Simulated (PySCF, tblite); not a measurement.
# C6H10N2Si: geometry, infrared bands and NMR shifts

Wanted: the infrared bands and NMR shifts of C6H10N2Si (`C=C/C(C)=N\[C@@H]([SiH3])C#N`), by calculation.

Computed with tblite 0.8.0 and PySCF 2.14.0, with density-fitted response routines of our own, on a single molecule in the gas phase. Atoms count from 0, in the outputs and in this text.

### 1 The starting structure

19 atoms, charge 0, multiplicity 1; geometry from: force field or distance geometry start.

Bonds of the start (Å): C0–C1 1.31, C1–C2 1.47, C2–C3 1.48, C2–N4 1.28, N4–C5 1.41, C5–Si6 1.85, C5–C7 1.45, C7–N8 1.14, C0–H9 1.10, C0–H10 1.09, C1–H11 1.08, C3–H12 1.11, C3–H13 1.14, C3–H14 1.12, C5–H15 1.15, Si6–H16 1.47, Si6–H17 1.48, Si6–H18 1.45.

### 2 Geometry optimisation with GFN2-xTB

Job settings and geometry (Å):

```
{"job": {"kind": "relax", "xc": "GFN2-xTB", "basis": "xTB"}, "charge": 0, "multiplicity": 1}
C     -1.947900    -0.396000    -1.480000
C     -0.844000    -0.044900    -0.861900
C     -0.804100     0.060500     0.607900
C     -1.996800    -0.180800     1.455000
N      0.284200     0.397900     1.195500
C      1.501100     0.676900     0.535900
Si     2.379500    -0.755000    -0.243500
C      1.499000     1.795600    -0.385800
N      1.489600     2.663400    -1.124400
H     -2.889000    -0.603800    -0.955300
H     -1.939200    -0.468900    -2.563700
H      0.022000     0.132200    -1.475900
H     -2.703800    -0.938600     1.053800
H     -1.679600    -0.628300     2.450300
H     -2.547000     0.749100     1.740400
H      2.196800     0.990100     1.391700
H      1.789400    -2.056800     0.082300
H      3.773100    -0.826200     0.254500
H      2.406900    -0.557300    -1.684100
```

Command:

```console
OMP_NUM_THREADS=1 python probes_run.py task.json out
```

This one command runs all jobs of the session in turn.

**Question.** This job is followed by: GFN2-xTB harmonic vibrations, gas phase; GIAO PBE0/pcSseg-1 NMR shielding, non-relativistic, gas phase. What will the session give for the following? strongest single infrared mode (GFN2-xTB); zero-point energy (GFN2-xTB); 13C shifts against TMS (PBE0/pcSseg-1); 1H shifts against TMS (PBE0/pcSseg-1, means over atoms taken as alike); 15N shifts against NH3 (PBE0/pcSseg-1); 29Si shifts against TMS (PBE0/pcSseg-1).

**Answer**, as computed:

| quantity | value |
| --- | --- |
| strongest single infrared mode (GFN2-xTB) | 780 cm⁻¹, 370 km/mol |
| zero-point energy (GFN2-xTB) | 87.5 kcal/mol |
| 13C shifts against TMS (PBE0/pcSseg-1) | 170.2, 135.6, 131.0, 124.4, 36.0, 27.6 ppm |
| 1H shifts against TMS (PBE0/pcSseg-1, means over atoms taken as alike) | 7.61, 6.11, 5.95, 5.15, 4.05, 2.28 ppm |
| 15N shifts against NH3 (PBE0/pcSseg-1) | 344.4, 309.6 ppm |
| 29Si shifts against TMS (PBE0/pcSseg-1) | -63.5 ppm |

**Reading.** Over 148 steps the energy fell by 0.489 eV; of the close pairs, C5–Si6 changed most, 1.852 to 1.939 Å. No mode is imaginary among the 51: a minimum at this level. The strongest single mode, at 780 cm⁻¹, moves mainly H18 and H16. Unscaled tight-binding wavenumbers are off by several per cent, some by more. Its intensities can rank the bands wrongly. The most deshielded hydrogen is H11 (hydrogen on an alkene CH), at 7.61 ppm: olefinic region. At PBE0/pcSseg-1: The widest tensor belongs to N4: span 614 ppm, with a paramagnetic part of -408 ppm.
